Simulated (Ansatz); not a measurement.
# Ni2Pt3: the cost of one run

Method: DFT PBE, scalar-relativistic, plane waves, PAW, in Ansatz 0.2.0.

**1. The system as given**

Symmetry: P6_3/mmc, No. 194, hexagonal system. The conventional cell has a = 2.668 Å, b = 2.668 Å, c = 22.193 Å, α = 90.00°, β = 90.00°, γ = 120.00°. Ni (site symmetry 3m) has 9 Ni at 2.67 to 2.70 Å and 3 Pt at 2.70 Å in its first shell of neighbours. Pt (site symmetry -6m2) is surrounded by 12 Pt at 2.67 to 2.70 Å. Around Pt (site symmetry 3m) lie 9 Pt at 2.67 to 2.70 Å and 3 Ni at 2.70 Å.

Structure file:

```cif
data_structure
_symmetry_space_group_name_H-M 'P 1'
_symmetry_Int_Tables_number 1
_cell_length_a 2.6679
_cell_length_b 2.6679
_cell_length_c 22.1930
_cell_angle_alpha 90.000
_cell_angle_beta 90.000
_cell_angle_gamma 120.000
_cell_volume 136.80
loop_
_atom_site_label
_atom_site_type_symbol
_atom_site_fract_x
_atom_site_fract_y
_atom_site_fract_z
_atom_site_occupancy
Ni1 Ni 0.33333 0.66667 0.05000 1
Ni2 Ni 0.33333 0.66667 0.45000 1
Ni3 Ni 0.66667 0.33333 0.55000 1
Ni4 Ni 0.66667 0.33333 0.95000 1
Pt1 Pt 0.33333 0.66667 0.25000 1
Pt2 Pt 0.33333 0.66667 0.65000 1
Pt3 Pt 0.33333 0.66667 0.85000 1
Pt4 Pt 0.66667 0.33333 0.15000 1
Pt5 Pt 0.66667 0.33333 0.35000 1
Pt6 Pt 0.66667 0.33333 0.75000 1
```

The start is an ordering of an alloy on its end members' structure types: elements ordered on the sites of the Ni type, Ni/Pt on Ni (P6_3/mmc, No. 194).

**2. Probe: one point on a coarse mesh**

input.yaml reads:

```yaml
crystal:
  lattice:
    - [2.66789315, 0.0, 0.0]
    - [-1.33394657, 2.31046324, 0.0]
    - [0.0, 0.0, 22.19304459]
  atoms:
    - { symbol: Ni, position: [0.33333333, 0.66666667, 0.05], spin: 2.0 }
    - { symbol: Ni, position: [0.33333333, 0.66666667, 0.45], spin: 2.0 }
    - { symbol: Ni, position: [0.66666667, 0.33333333, 0.55], spin: 2.0 }
    - { symbol: Ni, position: [0.66666667, 0.33333333, 0.95], spin: 2.0 }
    - { symbol: Pt, position: [0.33333333, 0.66666667, 0.25] }
    - { symbol: Pt, position: [0.33333333, 0.66666667, 0.65] }
    - { symbol: Pt, position: [0.33333333, 0.66666667, 0.85] }
    - { symbol: Pt, position: [0.66666667, 0.33333333, 0.15] }
    - { symbol: Pt, position: [0.66666667, 0.33333333, 0.35] }
    - { symbol: Pt, position: [0.66666667, 0.33333333, 0.75] }
basis:
  ecutwfc: 420
kpoints:
  mp_grid: { grid: [6, 6, 1] }
hamiltonian:
  xc: pbe
scf:
  occupations: { method: gaussian, width: 0.1 }
  lower_state_search: "off"
output:
  forces: true
  stress: true
  eigenvalues: true
  populations: true
magnetization:
  spin_polarized: true
```

Run with:

```console
> ansatz run input.yaml --threads 4 --pin off --max-ram 8192MiB --backend cpu --events-out ev --progress --plain --runs-dir out
```

Q: Estimate wall time and peak memory on 4 threads of Intel Xeon at 2.50GHz (Skylake/Cascade Lake), shared host.

About 15 s, with a peak of 0.72 GiB.
